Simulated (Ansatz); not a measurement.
**C2H8FNSi: a ladder of functionals and wavefunction methods**

The task here is to estimate one member of a computed series from the others.

Program: Ansatz 0.2.0, Gaussian basis. Level of theory: functionals in def2-TZVPP, the program's frozen cores in correlated methods. These are calculated values, not measurements.

Plan: PBE-D4, r2SCAN-D4, PBE0-D4, B3LYP-D4, ωB97X-V, ωB97M-V, B2PLYP; CCSD(T)/def2-TZVPP; MP2/def2-QZVPP; extrapolation to the limit.

**Structure used throughout**

An earlier PBE0-D4 in a triple-zeta def2 set relaxation fixed the geometry.

SMILES `C[SiH](F)CN`, 13 atoms, charge 0, spin multiplicity 1.

Atoms are counted from 1 here; the program's logs count them from 0.

Bond lengths: C1–Si2 1.852 Å, C1–H6 1.093 Å, C1–H7 1.092 Å, C1–H8 1.093 Å, Si2–F3 1.609 Å, Si2–C4 1.874 Å, Si2–H9 1.490 Å, C4–N5 1.463 Å, C4–H10 1.100 Å, C4–H11 1.095 Å, N5–H12 1.012 Å, N5–H13 1.012 Å. Angles: Si2–C1–H6 109.2°, Si2–C1–H7 111.5°, Si2–C1–H8 110.9°, H6–C1–H7 108.5°, H6–C1–H8 108.2°, H7–C1–H8 108.3°, C1–Si2–F3 109.2°, C1–Si2–C4 112.2°, C1–Si2–H9 111.0°, F3–Si2–C4 108.7°, F3–Si2–H9 106.9°, C4–Si2–H9 108.7°, Si2–C4–N5 107.2°, Si2–C4–H10 111.4°, Si2–C4–H11 107.6°, N5–C4–H10 115.2°, N5–C4–H11 108.7°, H10–C4–H11 106.4° and more.

Set-up of the first run:

in.yaml reads:

```yaml
crystal:
  periodic: [false, false, false]
  atoms:
    - {symbol: C, position_ang: [-1.798224, -0.329671, 0.474883]}
    - {symbol: Si, position_ang: [0.007743, -0.674381, 0.701109]}
    - {symbol: F, position_ang: [0.228962, -2.261617, 0.844000]}
    - {symbol: C, position_ang: [1.031486, -0.053314, -0.739829]}
    - {symbol: N, position_ang: [1.007836, 1.408492, -0.688957]}
    - {symbol: H, position_ang: [-1.940376, 0.739359, 0.297110]}
    - {symbol: H, position_ang: [-2.374501, -0.614195, 1.357705]}
    - {symbol: H, position_ang: [-2.195173, -0.874711, -0.385157]}
    - {symbol: H, position_ang: [0.518264, -0.051134, 1.954767]}
    - {symbol: H, position_ang: [2.034535, -0.505666, -0.745314]}
    - {symbol: H, position_ang: [0.538855, -0.380304, -1.661936]}
    - {symbol: H, position_ang: [1.439796, 1.815156, -1.508555]}
    - {symbol: H, position_ang: [1.521096, 1.747188, 0.114877]}
basis:
  gaussian: {orbitals: def2-TZVPP}
hamiltonian: {xc: pbe, dispersion: d4}
output: {forces: true, orbitals: {seedname: orbitals}}
```

Launch:

```
$ ansatz run in.yaml --threads 4 --pin off --events-out ev --progress --plain --max-ram 10444MiB
```

Steps of the session up to this table: PBE-D4 (GGA); r2SCAN-D4 (meta-GGA); PBE0-D4 (hybrid); B3LYP-D4 (hybrid); ωB97X-V (range-separated); ωB97M-V (range-separated); B2PLYP (double hybrid); CCSD(T) in def2-TZVPP; MP2 in def2-QZVPP.

One of the session's tables, all rows but one given; the rest of the session is left out.

It belongs to the step «Atomisation energies». 

```
            method  atomisation energy (kcal/mol)
            PBE-D4                         1169.8
         r2SCAN-D4                         1153.5
           PBE0-D4                         1153.1
          B3LYP-D4                         1155.9
           ωB97X-V                         1159.3
           ωB97M-V                              ?
            B2PLYP                         1143.4
     HF/def2-TZVPP                          849.9
    MP2/def2-TZVPP                         1138.7
   CCSD/def2-TZVPP                         1112.1
CCSD(T)/def2-TZVPP                         1126.0
           MP2/CBS                         1169.3
       CCSD(T)/CBS                         1156.5
```

Q: Estimate the row for ωB97M-V from the others.

**Answer.** atomisation energy (kcal/mol): 1159.2. In the column «atomisation energy (kcal/mol)» it lies between CCSD(T)/CBS (1156.5) and ωB97X-V (1159.3).
